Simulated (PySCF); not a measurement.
# C2H5AlO (SMILES [CH3][Al]1[CH2][O]1): TPSS/6-31G(d) (spherical functions)

What is the energy change on altering one bond length of C2H5AlO at TPSS/6-31G* (spherical functions)? 

The results are computed with PySCF 2.14.0.

1 further run of the same task is left out (set aside as unsound or not needed).

## Step 1: The system as given

C2H5AlO has 9 atoms, charge 0, and is taken as a singlet. SMILES: `[CH3][Al]1[CH2][O]1`. The coordinates come from a PBE0-D4/def2-TZVP relaxation.

Bond lengths: C1–Al2 1.934 Å, Al2–C3 1.883 Å, Al2–O4 1.707 Å, C3–O4 1.488 Å, C1–H5 1.093 Å, C1–H6 1.091 Å, C1–H7 1.094 Å, C3–H8 1.091 Å, C3–H9 1.091 Å. Some angles: C1–Al2–C3 171.7°, C1–Al2–O4 139.6°, C3–Al2–O4 48.7°, Al2–C3–O4 59.5°, Al2–O4–C3 71.8°, Al2–C1–H5 110.3°, Al2–C1–H6 112.2°, Al2–C1–H7 110.1°, Al2–C3–H8 123.8°, Al2–C3–H9 123.8°.

## Step 2: The energy at TPSS/6-31G(d) (spherical functions)

The input, calc.py:

```python
from pyscf import gto, dft

mol = gto.M(
    atom=[
    ('C', (-0.670900, 1.320200, -1.081500)),
    ('Al', (0.051300, -0.076700, 0.044200)),
    ('C', (0.678700, -1.280200, 1.349300)),
    ('O', (0.789300, -1.609500, -0.097900)),
    ('H', (0.039700, 1.575000, -1.872100)),
    ('H', (-0.900200, 2.226000, -0.517500)),
    ('H', (-1.591200, 0.976800, -1.562100)),
    ('H', (0.038500, -1.980500, 1.887700)),
    ('H', (1.653200, -1.197400, 1.832800)),
],
    spin=0,
    verbose=3,
    max_memory=1860,
    basis='6-31g*',
)

mf = dft.RKS(mol)
mf.xc = 'tpss'
mf.grids.level = 5
mf.conv_tol = 1e-10
mf.kernel()
if not mf.converged:
    mf = mf.newton().run(mf.mo_coeff, mf.mo_occ)

e_final = mf.e_tot
print('E = %.10f Eh' % e_final)
```

The run is started by

```
$ OMP_NUM_THREADS=1 python calc.py
```

Standard output:

```text
converged SCF energy = -396.874395051924
E = -396.8743950519 Eh
```

Run time: 30 s. Hardware: 1 thread of Intel Xeon at 2.70GHz, shared host; peak memory 0.4 GiB.

## Step 3: The distorted shape at the same level

The input, calc.py:

```python
from pyscf import gto, dft

molecule = gto.M(
    atom='''
C   -0.556249   0.867297  -1.363502
Al   0.165951  -0.529603  -0.237802
C    0.793351  -1.733103   1.067298
O    0.903951  -2.062403  -0.379902
H    0.154351   1.122097  -2.154102
H   -0.900200   2.226000  -0.517500
H   -1.476549   0.523897  -1.844102
H    0.153151  -2.433403   1.605698
H    1.767851  -1.650303   1.550798
''',
    basis='6-31g*',
    max_memory=1860,
    charge=0,
    verbose=4,
    spin=0,
)

mf = dft.RKS(molecule, xc='tpss')
mf.grids.level = 5
mf.conv_tol = 1e-10
mf.kernel()
if not mf.converged:
    mf = mf.newton().run(mf.mo_coeff, mf.mo_occ)

e_tot = mf.e_tot
print(f'total energy: {e_tot:.8f} hartree')
```

The run is started by

```
$ OMP_NUM_THREADS=1 python calc.py
```

Standard output:

```text
PySCF version 2.14.0

[INPUT] num. atoms = 9
[INPUT] num. electrons = 38
[INPUT] charge = 0
[INPUT] spin (= nelec alpha-beta = 2S) = 0
[INPUT] symmetry False subgroup None
[INPUT] Mole.unit = angstrom
[INPUT] Symbol           X                Y                Z      unit          X                Y                Z       unit  Magmom
[INPUT]  1 C     -0.556249000000   0.867297000000  -1.363502000000 AA   -1.051158267063   1.638953798657  -2.576645350297 Bohr   0.0
[INPUT]  2 Al     0.165951000000  -0.529603000000  -0.237802000000 AA    0.313601940098  -1.000804624748  -0.449380651874 Bohr   0.0
[INPUT]  3 C      0.793351000000  -1.733103000000   1.067298000000 AA    1.499216110650  -3.275090015662   2.016900913296 Bohr   0.0
[INPUT]  4 O      0.903951000000  -2.062403000000  -0.379902000000 AA    1.708219820027  -3.897376828481  -0.717910734175 Bohr   0.0
[INPUT]  5 H      0.154351000000   1.122097000000  -2.154102000000 AA    0.291681117053   2.120456015196  -4.070662824378 Bohr   0.0
[INPUT]  6 H     -0.900200000000   2.226000000000  -0.517500000000 AA   -1.701131457333   4.206530353282  -0.977933269462 Bohr   0.0
[INPUT]  7 H     -1.476549000000   0.523897000000  -1.844102000000 AA   -2.790273219500   0.990021847481  -3.484847725763 Bohr   0.0
[INPUT]  8 H      0.153151000000  -2.433403000000   1.605698000000 AA    0.289413445703  -4.598465220695   3.034329458762 Bohr   0.0
[INPUT]  9 H      1.767851000000  -1.650303000000   1.550798000000 AA    3.340754219038  -3.118620692548   2.930583494523 Bohr   0.0

nuclear repulsion = 143.873077747189
number of shells = 36
number of NR pGTOs = 152
number of NR cGTOs = 70
basis = 6-31g*
ecp = {}

******** <class 'pyscf.dft.rks.RKS'> ********
method = RKS
initial guess = minao
damping factor = 0
level_shift factor = 0
DIIS = <class 'pyscf.scf.diis.CDIIS'>
diis_start_cycle = 1
diis_space = 8
diis_damp = 0
SCF conv_tol = 1e-10
SCF conv_tol_grad = None
SCF max_cycles = 50
direct_scf = True
direct_scf_tol = 1e-13
XC library pyscf.dft.libxc version 7.0.0
    S. Lehtola, C. Steigemann, M. J.T. Oliveira, and M. A.L. Marques.,  SoftwareX 7, 1–5 (2018)
XC functionals = tpss
    J. Tao, J. P. Perdew, V. N. Staroverov, and G. E. Scuseria.,  Phys. Rev. Lett. 91, 146401 (2003)
    J. Tao, J. P. Perdew, V. N. Staroverov, and G. E. Scuseria.,  Phys. Rev. Lett. 91, 146401 (2003)
radial grids:
    Treutler-Ahlrichs [JCP 102, 346 (1995); DOI:10.1063/1.469408] (M4) radial grids

becke partition: Becke, JCP 88, 2547 (1988); DOI:10.1063/1.454033
pruning grids: <function nwchem_prune>
grids dens level: 5
symmetrized grids: False
atomic radii adjust function: <function treutler_atomic_radii_adjust>
small_rho_cutoff = 0
Set gradient conv threshold to 1e-05
Initial guess from minao.
tot grids = 289688
init E= -396.85546202023
  HOMO = -0.299578733802591  LUMO = -0.10041179081479  gap/eV = 5.41961
cycle= 1 E= -396.578608369326  delta_E= 0.277  |g|= 0.958  |ddm|= 2.69
  HOMO = -0.0388943041019978  LUMO = -0.0110613735684431  gap/eV = 0.75737
cycle= 2 E= -392.654760434622  delta_E= 3.92  |g|= 3.37  |ddm|= 4.13
  HOMO = -0.188258843809024  LUMO = -0.0269302742888748  gap/eV = 4.38997
cycle= 3 E= -396.693851409597  delta_E= -4.04  |g|= 0.562  |ddm|= 3.84
  HOMO = -0.179766495486069  LUMO = -0.0752605351095439  gap/eV = 2.84375
cycle= 4 E= -396.750713628598  delta_E= -0.0569  |g|= 0.414  |ddm|= 0.882
  HOMO = -0.177708982487163  LUMO = -0.0684994105110337  gap/eV = 2.97174
cycle= 5 E= -396.800728400641  delta_E= -0.05  |g|= 0.0751  |ddm|= 0.363
  HOMO = -0.177009176103026  LUMO = -0.0637410958433939  gap/eV = 3.08218
cycle= 6 E= -396.801791370621  delta_E= -0.00106  |g|= 0.0446  |ddm|= 0.104
  HOMO = -0.180673826078229  LUMO = -0.061766072204978  gap/eV = 3.23564
cycle= 7 E= -396.802427804726  delta_E= -0.000636  |g|= 0.0105  |ddm|= 0.0572
  HOMO = -0.180528003515722  LUMO = -0.0622436306545526  gap/eV = 3.21868
cycle= 8 E= -396.802461835028  delta_E= -3.4e-05  |g|= 0.00215  |ddm|= 0.0123
  HOMO = -0.180746097633033  LUMO = -0.0622083995618401  gap/eV = 3.22558
cycle= 9 E= -396.80246336564  delta_E= -1.53e-06  |g|= 0.000477  |ddm|= 0.00274
  HOMO = -0.180725789378276  LUMO = -0.062190335174511  gap/eV = 3.22551
cycle= 10 E= -396.802463421421  delta_E= -5.58e-08  |g|= 9.52e-05  |ddm|= 0.000619
  HOMO = -0.180740374417257  LUMO = -0.0621912872154597  gap/eV = 3.22588
cycle= 11 E= -396.802463424399  delta_E= -2.98e-09  |g|= 1.76e-05  |ddm|= 0.000163
  HOMO = -0.180740507181234  LUMO = -0.0621897015481827  gap/eV = 3.22593
cycle= 12 E= -396.802463424512  delta_E= -1.12e-10  |g|= 2.81e-06  |ddm|= 3.09e-05
  HOMO = -0.180740421157401  LUMO = -0.0621896722965292  gap/eV = 3.22593
cycle= 13 E= -396.802463424516  delta_E= -4.21e-12  |g|= 3.34e-07  |ddm|= 4.47e-06
  HOMO = -0.180740431361563  LUMO = -0.0621897074873283  gap/eV = 3.22593
Extra cycle  E= -396.802463424516  delta_E=    0  |g|= 5.59e-07  |ddm|= 8.06e-07
converged SCF energy = -396.802463424516
total energy: -396.80246342 hartree
```

It took 33 s on 1 thread of Intel Xeon at 2.70GHz, shared host; peak memory 0.4 GiB.

## Step 4: Results

At TPSS/6-31G* (spherical functions):

| quantity | value |
| --- | --- |
| first shape: total energy | -396.87440 Eh |
| first shape: dipole moment | 2.91 D |
| first shape: HOMO energy | -4.87 eV |
| first shape: LUMO energy | -1.01 eV |
| first shape: HOMO–LUMO gap | 3.86 eV |
| distorted shape: total energy | -396.80246 Eh |
| distorted shape: dipole moment | 2.50 D |
| distorted shape: HOMO energy | -4.92 eV |
| distorted shape: LUMO energy | -1.69 eV |
| distorted shape: HOMO–LUMO gap | 3.23 eV |
| energy change with the C1–H6 bond stretched from 1.091 to 1.637 Å | 1.957 eV |

With the C1–H6 bond stretched from 1.091 to 1.637 Å the energy rises by 1.96 eV (189 kJ/mol). The first shape isn't relaxed at this level, so the change isn't measured from a minimum.
